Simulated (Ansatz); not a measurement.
# NO2 (nitrogen dioxide) at UCCSDTQ/STO-3G

Aim: the electronic atomisation energy of NO2 (nitrogen dioxide) at UCCSDTQ/STO-3G, from 3 runs. 

The results are computed with Ansatz 0.2.0.

42 further runs of the same task are left out: 8 that didn't finish, 34 set aside as unsound or not needed.

**1. The structure to begin with**

NO2 has 3 atoms, charge 0, and is taken as a doublet. SMILES: `[O]N=O`. The shape is that of a GFN2-xTB optimisation.

Bond lengths: O1–N2 1.181 Å, N2–O3 1.181 Å. Angles: O1–N2–O3 137.9°.

**2. A single-point energy at UCCSDTQ/STO-3G**

File input.yaml:

```yaml
crystal:
  periodic: [false, false, false]
  atoms:
    - {symbol: O, position_ang: [0.201690, -1.092400, -0.004860]}
    - {symbol: N, position_ang: [-0.247880, -0.008390, -0.136210]}
    - {symbol: O, position_ang: [0.046180, 1.100790, 0.141070]}
basis:
  gaussian: {orbitals: STO-3G}
magnetization: {spin_polarized: true, initial_magnetization: 1}
correlation: {method: ccsdtq, frozen_orbitals: {"N": 1, O: 1}}
accuracy: high
scf: {omitted_lower_state_checks: [cluster_reference, increment]}
```

Launch:

```sh
$ ansatz run input.yaml --threads 1 --pin off --max-ram 2610MiB --events-out events.jsonl --progress --plain --runs-dir runs
```

Output:

```text
Warning: RAYON_NUM_THREADS=1 ignored (pool sized by the plan → 1); use --threads N
[... 15 lines left out ...]
3 core orbitals not correlated: weight in the atoms' cores, before any rotation towards them, 1.000 or more for the frozen orbitals, at most 0.000 for the correlated occupied ones
[... 41 lines left out ...]
Total energy: -5482.56077448 eV, -201.4803922488 hartree
Checks for a lower state left out: cluster_reference, increment
```

Run time: 74 s. Hardware: 1 thread of Arm Neoverse V1, shared host; peak memory 0.5 GiB.

**3. The N atom at the same level**

File run.yaml:

```yaml
basis:
  gaussian:
    orbitals: STO-3G
crystal:
  periodic: [false, false, false]
  atoms:
    - symbol: "N"
      position_ang: [0.000000, 0.000000, 0.000000]
magnetization:
  spin_polarized: true
  initial_magnetization: 3
correlation:
  method: ccsdtq
  frozen_orbitals: {"N": 1}
accuracy: high
scf:
  omitted_lower_state_checks: [cluster_reference, increment]
```

Run the same way, it converges to -53.71901 Eh (log not shown).

**4. The O atom, same level**

File run.yaml:

```yaml
crystal:
  periodic: [false, false, false]
  atoms:
    - {symbol: O, position_ang: [0.000000, 0.000000, 0.000000]}
basis:
  gaussian:
    orbitals: STO-3G
correlation:
  method: ccsdtq
  frozen_orbitals: {O: 1}
accuracy: high
magnetization:
  spin_polarized: true
  initial_magnetization: 2
scf:
  omitted_lower_state_checks: [cluster_reference, increment]
```

Run the same way, it converges to -73.80415 Eh (log not shown).

**5. What came out**

Level: UCCSDTQ/STO-3G, 3 core orbitals frozen.

| quantity | value |
| --- | --- |
| molecule: total energy | -201.48039 Eh |
| molecule: correlation energy (3 core orbitals frozen) | -204.7 mEh |
| molecule: ⟨S²⟩ of the reference determinant | 1.193 |
| molecule: T1 diagnostic | 0.082 |
| N atom: total energy | -53.71901 Eh |
| N atom: correlation energy (1 core orbital frozen) | 0.0 mEh |
| N atom: ⟨S²⟩ of the reference determinant | 3.750 |
| N atom: T1 diagnostic | 0.000 |
| O atom: total energy | -73.80415 Eh |
| O atom: correlation energy (1 core orbital frozen) | 0.0 mEh |
| O atom: ⟨S²⟩ of the reference determinant | 2.000 |
| O atom: T1 diagnostic | 0.000 |
| electronic atomisation energy | 4.166 eV |

In words: Taking the molecule apart into free atoms costs 4.17 eV (402 kJ/mol), before zero-point energy and without spin-orbit coupling. In a minimal basis such a difference can be off by several eV, whatever the method. ⟨S²⟩ (molecule) is 1.19 where a pure doublet has 0.75: the reference is spin-contaminated.
